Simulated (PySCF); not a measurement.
# C₁₆H₁₀: electronic excitations at several levels of theory

Aim: compute the electronic excitations of C₁₆H₁₀ (`C#Cc1cc2ccccc2c2ccccc12`) at several levels, and see how far they spread and what each costs.

The runs use PySCF 2.14.0, with density-fitted response routines of our own; the level of theory stands in each step. All values are computed, except where a source is named. Atoms are numbered from 0 throughout.

### 1 The starting structure

26 atoms, charge 0, multiplicity 1; geometry from: GFN2-xTB.

Bonds of the start (Å): C0–C1 1.20, C1–C2 1.42, C2–C3 1.36, C3–C4 1.42, C4–C5 1.41, C5–C6 1.37, C6–C7 1.40, C7–C8 1.37, C8–C9 1.40, C9–C10 1.44, C10–C11 1.40, C11–C12 1.37, C12–C13 1.39, C13–C14 1.37, C14–C15 1.40, C15–C2 1.44, C9–C4 1.42, C15–C10 1.41, C0–H16 1.05, C3–H17 1.08, C5–H18 1.08, C6–H19 1.08, C7–H20 1.08, C8–H21 1.08, C11–H22 1.08, C12–H23 1.08, C13–H24 1.08, C14–H25 1.08.

### 2 Geometry optimisation at PBE0-D3(BJ)/def2-SVP

Job settings and geometry (Å):

```
{"job": {"xc": "PBE0", "basis": "def2-SVP", "d3": "d3bj", "grid": 2, "kind": "geom"}, "charge": 0, "multiplicity": 1}
C      3.250810    -2.754800    -0.407390
C      2.287910    -2.046970    -0.286300
C      1.133340    -1.241190    -0.138370
C     -0.082470    -1.828840     0.047910
C     -1.261990    -1.055890     0.202380
C     -2.501820    -1.689420     0.393600
C     -3.650210    -0.957520     0.545250
C     -3.588770     0.436270     0.507470
C     -2.387890     1.076360     0.321950
C     -1.192660     0.357560     0.164080
C      0.090120     0.989770    -0.033480
C      0.247320     2.384310    -0.086490
C      1.478660     2.961130    -0.275090
C      2.615000     2.165760    -0.419460
C      2.496910     0.800280    -0.374380
C      1.247500     0.190540    -0.183330
H      4.096050    -3.367560    -0.513480
H     -0.162960    -2.906500     0.079990
H     -2.531440    -2.769660     0.419390
H     -4.599660    -1.450880     0.692880
H     -4.493790     1.014580     0.624310
H     -2.378210     2.154580     0.298620
H     -0.612080     3.026910     0.020630
H      1.568590     4.037020    -0.312110
H      3.580780     2.626250    -0.566100
H      3.366840     0.169270    -0.485790
```

Output:

```text
step   0  E = -614.54723428  max force = 0.016571
step   1  E = -614.55000974  max force = 0.003022
step   2  E = -614.54985419  max force = 0.003697
step   3  E = -614.55017026  max force = 0.000849
step   4  E = -614.55017000  max force = 0.000912
step   5  E = -614.55018003  max force = 0.000314
optimisation converged
```

It took 6 min on 8 threads of Intel Xeon Platinum 8259CL at 2.50GHz (Skylake/Cascade Lake), shared host.

Along the way: (the energy doesn't fall at every step)

| step | energy from step 0 (eV) | largest force component (eV/Å) |
| --- | --- | --- |
| 0 | 0.0000 | 0.8521 |
| 1 | -0.0755 | 0.1554 |
| 2 | -0.0713 | 0.1901 |
| 3 | -0.0799 | 0.0437 |
| 4 | -0.0799 | 0.0469 |
| 5 | -0.0802 | 0.0161 |

Close pairs (by a distance rule), those that changed most:

| bond | before (Å) | after (Å) | change (Å) |
| --- | --- | --- | --- |
| C0–H16 | 1.049 | 1.074 | +0.025 |
| C0–C1 | 1.201 | 1.214 | +0.013 |
| C13–H24 | 1.080 | 1.092 | +0.012 |
| C2–C15 | 1.437 | 1.449 | +0.012 |
| C6–H19 | 1.080 | 1.092 | +0.012 |
| C12–H23 | 1.080 | 1.092 | +0.012 |
| C7–H20 | 1.080 | 1.092 | +0.012 |
| C1–C2 | 1.416 | 1.428 | +0.012 |

The end geometry stands in the next job.

| at the end point | value |
| --- | --- |
| point group (found at 0.08 Å tolerance) | Cs |
| rotational constants (GHz, main isotopes) | 0.842, 0.488, 0.309 |
| dipole moment (D) | 0.66 |

### 3 Ultraviolet spectrum: CAM-B3LYP/def2-SVPD

Job settings and geometry (Å):

```
{"job": {"kind": "uv", "xc": "CAM-B3LYP", "basis": "def2-SVPD", "nstates": 12, "ntriplets": 4}, "charge": 0, "multiplicity": 1}
C      3.281665    -2.780763    -0.410515
C      2.301830    -2.075121    -0.285731
C      1.141855    -1.256029    -0.137308
C     -0.084281    -1.838662     0.049989
C     -1.271273    -1.063077     0.203680
C     -2.520096    -1.696869     0.395851
C     -3.673565    -0.956680     0.545945
C     -3.607750     0.446953     0.507445
C     -2.396964     1.085933     0.320529
C     -1.198887     0.356817     0.163823
C      0.093611     0.990205    -0.034448
C      0.244447     2.393403    -0.085576
C      1.479784     2.980603    -0.274416
C      2.625134     2.181556    -0.421155
C      2.511085     0.807336    -0.376028
C      1.258087     0.187844    -0.184053
H      4.147868    -3.406292    -0.521009
H     -0.160997    -2.927361     0.083621
H     -2.554334    -2.788967     0.423470
H     -4.633436    -1.456387     0.694053
H     -4.518486     1.038462     0.625955
H     -2.377811     2.175814     0.295321
H     -0.629965     3.035082     0.025779
H      1.563321     4.069246    -0.309329
H      3.602694     2.645449    -0.570544
H      3.392343     0.172866    -0.488659
```

Method: TDDFT CAM-B3LYP/def2-SVPD, vertical, gas phase, core orbitals frozen in the response.

Output:

```text
coarse grid: 23576 points
cycle   1  E = -614.7201345860  dE =  3.531e+00  |g| = 3.972e-01  |ddm| = 6.187e+01
cycle   2  E = -614.7548921677  dE = -3.476e-02  |g| = 2.659e-01  |ddm| = 1.042e+01
cycle   3  E = -614.7701179959  dE = -1.523e-02  |g| = 1.069e-01  |ddm| = 2.741e+00
cycle   4  E = -614.7723544684  dE = -2.236e-03  |g| = 5.774e-02  |ddm| = 9.788e-01
cycle   5  E = -614.7732610160  dE = -9.065e-04  |g| = 1.178e-02  |ddm| = 4.812e-01
cycle   6  E = -614.7732926246  dE = -3.161e-05  |g| = 3.119e-03  |ddm| = 7.695e-02
cycle   7  E = -614.7732954044  dE = -2.780e-06  |g| = 1.318e-03  |ddm| = 3.322e-02
final grid: 233048 points
cycle   8  E = -614.9070429200  dE = -6.808e-05  |g| = 3.986e-03  |ddm| = 8.002e-01
cycle   9  E = -614.9070434685  dE = -5.485e-07  |g| = 3.940e-03  |ddm| = 9.832e-02
cycle  10  E = -614.9070474762  dE = -4.008e-06  |g| = 9.173e-04  |ddm| = 3.896e-02
cycle  11  E = -614.9070476833  dE = -2.071e-07  |g| = 2.815e-04  |ddm| = 7.405e-03
cycle  12  E = -614.9070477022  dE = -1.892e-08  |g| = 1.206e-04  |ddm| = 2.679e-03
cycle  13  E = -614.9070477058  dE = -3.581e-09  |g| = 3.402e-05  |ddm| = 1.020e-03
cycle  14  E = -614.9070477061  dE = -3.442e-10  |g| = 1.114e-05  |ddm| = 3.060e-04
converged SCF energy = -614.9070477061

Static polarisability (au): isotropic 196.574, principal 91.532 215.646 282.543

Singlet excitations
state   eV       nm        f      main configurations
  1   4.1292    300.3   0.00029   H-1->L 0.47, H->L+1 0.46
  2   4.2360    292.7   0.23978   H->L 0.85, H-1->L+1 0.12
  3   4.9951    248.2   0.22110   H->L+1 0.48, H-1->L 0.46
  4   5.1556    240.5   0.69958   H-1->L+1 0.70, H->L 0.10, H-1->L+2 0.08
  5   5.3301    232.6   0.12372   H-1->L+2 0.32, H-2->L+1 0.28, H-1->L+1 0.09
  6   5.4521    227.4   0.00003   H-4->L 0.82
  7   5.5563    223.1   0.02156   H->L+2 0.57, H-2->L 0.29
  8   5.5928    221.7   0.28635   H-2->L 0.56, H->L+2 0.24
  9   6.0414    205.2   0.00015   H->L+7 0.40, H->L+8 0.13
 10   6.1429    201.8   0.01946   H-3->L 0.67
 11   6.2510    198.3   0.25287   H->L+4 0.47, H-1->L+2 0.26
 12   6.3560    195.1   0.13205   H-2->L+1 0.49, H-1->L+2 0.19

Triplet excitations (Tamm-Dancoff, eV): 2.8061 3.6701 3.7253 3.9642
```

It took 6.1 min on 8 threads of Intel Xeon Platinum 8259CL at 2.50GHz (Skylake/Cascade Lake), shared host.

The orbitals next to the gap, with their largest atomic shares:

| orbital | eV | atoms |
| --- | --- | --- |
| HOMO−3 | -9.46 | C8 12 %, C0 11 %, C1 11 % |
| HOMO−2 | -8.83 | C15 15 %, C11 14 %, C12 14 % |
| HOMO−1 | -7.78 | C13 12 %, C6 12 %, C10 11 % |
| HOMO | -7.31 | C2 13 %, C3 13 %, C0 8 % |
| LUMO | -0.70 | C3 15 %, C2 14 %, C7 8 % |
| LUMO+1 | -0.23 | C6 12 %, C13 10 %, C10 10 % |
| LUMO+2 | 0.73 | C12 13 %, C15 13 %, C11 10 % |

With each of the 12 states as a Gaussian band of 0.4 eV half-width at 1/e, the curve within the window shown has maxima at 289 nm (ε 10,000), 238 nm (ε 44,000), 198 nm (ε 17,000) L/(mol cm). Beyond the last state computed it falls off for lack of states. The curve at chosen wavelengths:

(nm, ε (L/mol/cm)): (186, 6883), (193, 14569), (199, 16816), (206, 15104), (212, 16057), (219, 22854), (226, 33021), (232, 40776), (239, 44216), (245, 40694), (252, 31275), (259, 21062), (265, 14673), (272, 10893), (278, 10011), (285, 10137), (292, 10133), (298, 9513), (305, 8091), (311, 6540), (318, 4719), (325, 3159), (331, 2126), (338, 1270), (344, 785), (351, 430)

Further results of this job:

| property | computed |
| --- | --- |
| dipole moment (D) | 0.69 |
| polarisability (Å³) | 29.13 |
| HOMO–LUMO gap (eV) | 6.61 |
| −ε(HOMO) (eV) | 7.31 |

### 4 Excited states and response: PBE0/def2-SVPD

The job, as its differences from that of step 3:

```diff
@@ -1,2 +1,2 @@
-{"job": {"kind": "uv", "xc": "CAM-B3LYP", "basis": "def2-SVPD", "nstates": 12, "ntriplets": 4}, "charge": 0, "multiplicity": 1}
+{"job": {"kind": "uv", "xc": "PBE0", "basis": "def2-SVPD", "nstates": 12, "ntriplets": 4}, "charge": 0, "multiplicity": 1}
 C      3.281665    -2.780763    -0.410515
```

Method: TDDFT PBE0/def2-SVPD, vertical, gas phase, core orbitals frozen in the response.

Output:

```text
coarse grid: 23576 points
cycle   1  E = -614.3840127551  dE =  2.950e+00  |g| = 4.416e-01  |ddm| = 4.392e+01
cycle   2  E = -614.3947137791  dE = -1.070e-02  |g| = 4.164e-01  |ddm| = 1.086e+01
cycle   3  E = -614.4389922666  dE = -4.428e-02  |g| = 1.026e-01  |ddm| = 3.851e+00
cycle   4  E = -614.4407706001  dE = -1.778e-03  |g| = 6.374e-02  |ddm| = 8.726e-01
cycle   5  E = -614.4418706603  dE = -1.100e-03  |g| = 2.136e-02  |ddm| = 4.730e-01
cycle   6  E = -614.4419791916  dE = -1.085e-04  |g| = 5.638e-03  |ddm| = 1.117e-01
cycle   7  E = -614.4419864592  dE = -7.268e-06  |g| = 2.013e-03  |ddm| = 3.712e-02
final grid: 233048 points
cycle   8  E = -614.5374383218  dE = -7.307e-05  |g| = 8.715e-03  |ddm| = 8.697e-01
cycle   9  E = -614.5374246502  dE =  1.367e-05  |g| = 1.128e-02  |ddm| = 2.323e-01
cycle  10  E = -614.5374578343  dE = -3.318e-05  |g| = 3.108e-03  |ddm| = 9.539e-02
cycle  11  E = -614.5374604336  dE = -2.599e-06  |g| = 5.512e-04  |ddm| = 1.765e-02
cycle  12  E = -614.5374604962  dE = -6.259e-08  |g| = 2.571e-04  |ddm| = 4.838e-03
cycle  13  E = -614.5374605113  dE = -1.516e-08  |g| = 9.571e-05  |ddm| = 1.481e-03
cycle  14  E = -614.5374605137  dE = -2.355e-09  |g| = 3.100e-05  |ddm| = 7.463e-04
cycle  15  E = -614.5374605139  dE = -2.640e-10  |g| = 6.711e-06  |ddm| = 2.110e-04
converged SCF energy = -614.5374605139

Static polarisability (au): isotropic 199.554, principal 91.136 218.866 288.659

Singlet excitations
state   eV       nm        f      main configurations
  1   3.9032    317.6   0.00033   H-1->L 0.49, H->L+1 0.49
  2   4.0188    308.5   0.21288   H->L 0.86, H-1->L+1 0.11
  3   4.5442    272.8   0.12649   H->L+1 0.47, H-1->L 0.45
  4   4.9225    251.9   0.16241   H->L+2 0.33, H-2->L 0.32, H-1->L+1 0.26
  5   4.9752    249.2   0.49300   H-1->L+1 0.52, H-2->L 0.24, H->L+2 0.10
  6   5.1084    242.7   0.00002   H-3->L 0.94
  7   5.1627    240.2   0.04977   H-2->L+1 0.41, H-1->L+2 0.40
  8   5.3175    233.2   0.25193   H->L+2 0.41, H-2->L 0.34, H-4->L 0.14
  9   5.6071    221.1   0.06472   H-4->L 0.44, H->L+3 0.33
 10   5.8072    213.5   0.16784   H-2->L+1 0.38, H-1->L+2 0.23, H->L+3 0.12
 11   5.8880    210.6   0.00018   H->L+5 0.60, H->L+4 0.17, H->L+8 0.11
 12   5.9585    208.1   0.16184   H-5->L 0.63, H-4->L+1 0.13, H-1->L+2 0.10

Triplet excitations (Tamm-Dancoff, eV): 2.7177 3.4962 3.5668 3.7486
```

Run time: 4.8 min. Hardware: 8 threads of Intel Xeon Platinum 8259CL at 2.50GHz (Skylake/Cascade Lake), shared host.

This run: HOMO -6.28 eV, LUMO -1.69 eV; lowest singlet 3.90 eV.

### 5 Excited states and response: PBE/def2-SVPD

The job, as its differences from that of step 4:

```diff
@@ -1,2 +1,2 @@
-{"job": {"kind": "uv", "xc": "PBE0", "basis": "def2-SVPD", "nstates": 12, "ntriplets": 4}, "charge": 0, "multiplicity": 1}
+{"job": {"kind": "uv", "xc": "PBE", "basis": "def2-SVPD", "nstates": 12, "ntriplets": 4}, "charge": 0, "multiplicity": 1}
 C      3.281665    -2.780763    -0.410515
```

Level: TDDFT PBE/def2-SVPD, vertical, gas phase, core orbitals frozen in the response.

Output:

```text
coarse grid: 23576 points
cycle   1  E = -614.2270100870  dE =  2.270e+00  |g| = 6.519e-01  |ddm| = 6.205e+01
cycle   2  E = -614.1445757111  dE =  8.243e-02  |g| = 8.509e-01  |ddm| = 1.856e+01
cycle   3  E = -614.3471038180  dE = -2.025e-01  |g| = 1.614e-01  |ddm| = 8.896e+00
cycle   4  E = -614.3521865035  dE = -5.083e-03  |g| = 8.689e-02  |ddm| = 1.498e+00
cycle   5  E = -614.3543638683  dE = -2.177e-03  |g| = 2.862e-02  |ddm| = 7.588e-01
cycle   6  E = -614.3545622928  dE = -1.984e-04  |g| = 1.116e-02  |ddm| = 2.208e-01
cycle   7  E = -614.3545887336  dE = -2.644e-05  |g| = 6.061e-03  |ddm| = 6.982e-02
cycle   8  E = -614.3545983597  dE = -9.626e-06  |g| = 1.376e-03  |ddm| = 2.687e-02
final grid: 233048 points
cycle   9  E = -614.4859469936  dE = -1.091e-04  |g| = 1.421e-02  |ddm| = 1.431e+00
cycle  10  E = -614.4858298392  dE =  1.172e-04  |g| = 2.438e-02  |ddm| = 4.328e-01
cycle  11  E = -614.4859662270  dE = -1.364e-04  |g| = 1.233e-02  |ddm| = 2.080e-01
cycle  12  E = -614.4860072389  dE = -4.101e-05  |g| = 1.055e-03  |ddm| = 5.299e-02
cycle  13  E = -614.4860074657  dE = -2.268e-07  |g| = 4.736e-04  |ddm| = 1.268e-02
cycle  14  E = -614.4860075287  dE = -6.304e-08  |g| = 1.678e-04  |ddm| = 3.480e-03
cycle  15  E = -614.4860075368  dE = -8.083e-09  |g| = 5.705e-05  |ddm| = 1.086e-03
cycle  16  E = -614.4860075375  dE = -7.542e-10  |g| = 2.411e-05  |ddm| = 3.956e-04
converged SCF energy = -614.4860075375

Static polarisability (au): isotropic 206.188, principal 91.960 226.537 300.066

Singlet excitations
state   eV       nm        f      main configurations
  1   3.4442    360.0   0.00030   H->L+1 0.52, H-1->L 0.47
  2   3.6243    342.1   0.15488   H->L 0.81
  3   3.9310    315.4   0.06380   H-1->L 0.46, H->L+1 0.40
  4   4.2001    295.2   0.00216   H-2->L 0.57, H->L+2 0.42
  5   4.4467    278.8   0.00001   H-3->L 1.00
  6   4.4888    276.2   0.32509   H-1->L+1 0.68, H-1->L+2 0.15
  7   4.6211    268.3   0.03744   H-2->L+1 0.63, H-1->L+2 0.26
  8   4.7029    263.6   0.10964   H-4->L 0.45, H->L+2 0.21, H-2->L 0.17
  9   4.8150    257.5   0.00000   H-3->L+1 1.00
 10   4.9345    251.3   0.15586   H->L+3 0.25, H->L+2 0.21, H-2->L 0.16
 11   5.0189    247.0   0.16308   H-1->L+2 0.32, H-4->L+1 0.26, H-2->L+1 0.15
 12   5.1653    240.0   0.17134   H-5->L 0.58, H->L+5 0.20

Triplet excitations (Tamm-Dancoff, eV): 2.6509 3.1993 3.3476 3.4292
```

Wall time 2.9 min (8 threads of Intel Xeon Platinum 8259CL at 2.50GHz (Skylake/Cascade Lake), shared host).

Key values: HOMO -5.46 eV, LUMO -2.44 eV; lowest singlet 3.44 eV.

### 6 TDDFT and polarisability: B3LYP/def2-SVPD

The job, as its differences from that of step 5:

```diff
@@ -1,2 +1,2 @@
-{"job": {"kind": "uv", "xc": "PBE", "basis": "def2-SVPD", "nstates": 12, "ntriplets": 4}, "charge": 0, "multiplicity": 1}
+{"job": {"kind": "uv", "xc": "B3LYP", "basis": "def2-SVPD", "nstates": 12, "ntriplets": 4}, "charge": 0, "multiplicity": 1}
 C      3.281665    -2.780763    -0.410515
```

Level: TDDFT B3LYP/def2-SVPD, vertical, gas phase, core orbitals frozen in the response.

Output:

```text
coarse grid: 23576 points
cycle   1  E = -615.0683139247  dE =  2.786e+00  |g| = 5.024e-01  |ddm| = 6.549e+01
cycle   2  E = -615.0685414295  dE = -2.275e-04  |g| = 5.151e-01  |ddm| = 1.586e+01
cycle   3  E = -615.1389459409  dE = -7.040e-02  |g| = 1.133e-01  |ddm| = 5.463e+00
cycle   4  E = -615.1410989567  dE = -2.153e-03  |g| = 7.003e-02  |ddm| = 1.083e+00
cycle   5  E = -615.1424194636  dE = -1.321e-03  |g| = 2.539e-02  |ddm| = 5.516e-01
cycle   6  E = -615.1425731411  dE = -1.537e-04  |g| = 7.470e-03  |ddm| = 1.455e-01
cycle   7  E = -615.1425860778  dE = -1.294e-05  |g| = 2.678e-03  |ddm| = 5.240e-02
cycle   8  E = -615.1425879734  dE = -1.896e-06  |g| = 4.317e-04  |ddm| = 1.683e-02
final grid: 233048 points
cycle   9  E = -615.2712859007  dE = -9.472e-05  |g| = 5.561e-03  |ddm| = 1.206e+00
cycle  10  E = -615.2712847554  dE =  1.145e-06  |g| = 5.971e-03  |ddm| = 1.596e-01
cycle  11  E = -615.2712945931  dE = -9.838e-06  |g| = 1.336e-03  |ddm| = 6.858e-02
cycle  12  E = -615.2712950087  dE = -4.156e-07  |g| = 5.011e-04  |ddm| = 8.620e-03
cycle  13  E = -615.2712950666  dE = -5.785e-08  |g| = 1.804e-04  |ddm| = 3.192e-03
cycle  14  E = -615.2712950747  dE = -8.115e-09  |g| = 5.356e-05  |ddm| = 1.332e-03
cycle  15  E = -615.2712950753  dE = -6.460e-10  |g| = 2.357e-05  |ddm| = 4.879e-04
converged SCF energy = -615.2712950753

Static polarisability (au): isotropic 201.881, principal 91.910 221.432 292.301

Singlet excitations
state   eV       nm        f      main configurations
  1   3.7976    326.5   0.00038   H-1->L 0.49, H->L+1 0.49
  2   3.9188    316.4   0.19898   H->L 0.85, H-1->L+1 0.11
  3   4.3998    281.8   0.10998   H->L+1 0.46, H-1->L 0.45
  4   4.7581    260.6   0.02738   H-2->L 0.48, H->L+2 0.41
  5   4.8441    255.9   0.56457   H-1->L+1 0.69, H->L 0.08, H-2->L 0.08
  6   4.9830    248.8   0.00002   H-3->L 0.96
  7   5.0401    246.0   0.05430   H-2->L+1 0.44, H-1->L+2 0.39
  8   5.1776    239.5   0.22983   H->L+2 0.38, H-2->L 0.33, H-4->L 0.19
  9   5.4284    228.4   0.07942   H-4->L 0.37, H->L+3 0.37, H->L+2 0.08
 10   5.6173    220.7   0.18377   H-2->L+1 0.35, H-1->L+2 0.24, H->L+3 0.12
 11   5.7430    215.9   0.00038   H->L+5 0.65, H->L+8 0.16, H->L+4 0.12
 12   5.7685    214.9   0.13458   H-5->L 0.59, H-4->L+1 0.18

Triplet excitations (Tamm-Dancoff, eV): 2.7374 3.4477 3.5576 3.6685
```

Wall time 4.5 min (8 threads of Intel Xeon Platinum 8259CL at 2.50GHz (Skylake/Cascade Lake), shared host).

Key values: HOMO -6.08 eV, LUMO -1.82 eV; lowest singlet 3.80 eV.

### 7 Comparing the runs: electronic excitations

Excitations and ground-state properties, with basis size and wall time:

| run | lowest singlet (eV) | brightest (eV) | f | gap (eV) | α (Å³) | μ (D) | functions | time |
| --- | --- | --- | --- | --- | --- | --- | --- | --- |
| CAM-B3LYP/def2-SVPD | 4.13 | 5.16 | 0.700 | 6.61 | 29.13 | 0.69 | 400 | 6.1 min |
| PBE0/def2-SVPD | 3.90 | 4.98 | 0.493 | 4.58 | 29.57 | 0.70 | 400 | 4.8 min |
| PBE/def2-SVPD | 3.44 | 4.49 | 0.325 | 3.02 | 30.55 | 0.68 | 400 | 2.9 min |
| B3LYP/def2-SVPD | 3.80 | 4.84 | 0.565 | 4.25 | 29.92 | 0.70 | 400 | 4.5 min |

### 8 Results

| quantity | value |
| --- | --- |
| point group | Cs |
| rotational constants (main isotopes) | 0.84, 0.49, 0.31 GHz |
| lowest singlet (CAM-B3LYP/def2-SVPD) | 4.13 eV (300 nm), f = 0.000 |
| brightest single state of those computed | state 4, 5.16 eV, f = 0.700 |
| lowest triplet | 2.81 eV |
| range of the lowest singlet | 3.44 to 4.13 eV |

What this shows: Single values in the summary come from the first run of each kind that ended normally (CAM-B3LYP/def2-SVPD), which need not be the best level. Relaxing lowered the energy by 0.080 eV in 5 steps; the close pair that moved most is C0–H16, from 1.049 to 1.074 Å. The first singlet state (HOMO−1→LUMO 0.47, HOMO→LUMO+1 0.46) lies at 4.13 eV and is dark; of the 12 states computed, the strongest absorption comes from state 4 at 5.16 eV. The lowest triplet lies 1.32 eV below the lowest singlet (triplets in Tamm-Dancoff, singlets in full TDDFT). The lowest singlet runs from 3.44 eV (PBE/def2-SVPD) to 4.13 eV (CAM-B3LYP/def2-SVPD), while the orbital gap spans 3.02 to 6.61 eV: the excitation energy moves far less from run to run than the orbital gap does. The lowest state need not be the same one in every run.
